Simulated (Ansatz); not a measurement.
# CoSi2: the cost of one run

Program: Ansatz 0.2.0. Level of theory: DFT PBE, scalar-relativistic, plane waves, PAW. These are calculated values, not measurements.

The COD entry's cell or inner coordinates are ideal or old and differ from later refinements, so a difference from it is no clean test against experiment.

## Step 1: The structure to begin with

Symmetry: Fm-3m, No. 225, cubic system. The conventional cell has a = 5.360 Å, b = 5.360 Å, c = 5.360 Å, α = 90.00°, β = 90.00°, γ = 90.00°. Co (site symmetry m-3m) has 8 Si at 2.32 Å as nearest neighbours. Si (site symmetry -43m) has 4 Co at 2.32 Å as nearest neighbours.

Structure file:

```xyz
3
Lattice="0.0000 2.6798 2.6798 2.6798 0.0000 2.6798 2.6798 2.6798 0.0000" Properties=species:S:1:pos:R:3 pbc="T T T"
Co    0.0000    0.0000    0.0000
Si    1.3399    1.3399    1.3399
Si    4.0197    4.0197    4.0197
```

An earlier run at PBE left this cell at 12.830 Å³/atom and 0.00 GPa (12×12×12 mesh).

## Step 2: Ferromagnetic, larger cell

Input file input.yaml:

```yaml
crystal:
  lattice:
    - [0.0, 2.6798182503, -2.6798182503]
    - [0.0, 2.6798182503, 2.6798182503]
    - [5.3596365006, 0.0, 0.0]
  atoms:
    - { symbol: Co, position: [0.0, 0.0, 0.0], spin: 1.5 }
    - { symbol: Si, position: [0.0, 0.5, 0.25] }
    - { symbol: Si, position: [0.0, 1.5, 0.75] }
    - { symbol: Co, position: [0.5, 0.5, 0.5], spin: 1.5 }
    - { symbol: Si, position: [0.5, 1.0, 0.75] }
    - { symbol: Si, position: [0.5, 2.0, 1.25] }
basis:
  ecutwfc: 420
  ecutrho_ratio: 4
kpoints:
  mp_grid: { grid: [8, 8, 6] }
hamiltonian:
  xc: pbe
scf:
  occupations: { method: gaussian, width: 0.05 }
  lower_state_search: "off"
output:
  forces: true
  stress: true
  eigenvalues: true
  populations: true
magnetization:
  spin_polarized: true
```

Run with:

```sh
ansatz run input.yaml --threads 1 --pin off --max-ram 2560MiB --backend cpu --events-out ev --progress --plain --runs-dir out
```

What time and memory should one allow on 1 thread of Intel Xeon at 2.70GHz, shared host?

About 28 s, with a peak of 0.51 GiB.
